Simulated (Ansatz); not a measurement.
The system is NiMoIrPdW.

```xyz
5
Lattice="4.1170 0.0000 0.0000 -2.0585 3.5655 0.0000 0.0000 0.0000 5.4458" Properties=species:S:1:pos:R:3 pbc="T T T"
Ni    0.0000    0.0000    5.2157
Mo    2.0585    1.1885    5.2367
Pd    2.0585    1.1885    2.5211
Ir    0.0000    2.3770    3.9521
W     0.0000    2.3770    1.2875
```

The cell was built by a generator and needn't be a form met in nature.

Base run:

```yaml
Program: Ansatz 0.2.0
Functional: r2SCAN
Potentials_or_basis: Ansatz PAW
Cutoff: "500 eV (not typed: the program's choice for these potentials)"
k_mesh: 8 × 8 × 5
Occupations: fermi-dirac, width 0.05 eV
Spin: collinear spin, ferromagnetic start
Starting_moments: "[1.0, 1.0, 0.0, 0.6, 0.0] μB"
```

Its results: band gap on the k mesh none (metal or under the smearing width); pressure -4.9 GPa; net moment 0.00 μB per cell; largest force 0.065 eV/Å.

The run is repeated on the same cell with these changes: functional from r2SCAN to PBE; cutoff from 500 eV (not typed: the program's choice for these potentials) to 420 eV (not typed: the program's choice for these potentials). What comes out?

Band gap on the k mesh none (metal or under the smearing width); pressure 0.0 GPa; net moment 0.00 μB per cell; largest force 0.043 eV/Å.

Caveats: the starting moments weren't kept; the magnetic or orbital state may not be the lowest (some runs); spin-orbit coupling is left out, which moves the levels of the heavy elements (some runs); the PAW data sets come from PBE, with cores solved anew for the run's functional, which leaves a small shift of forces and pressure (some runs).
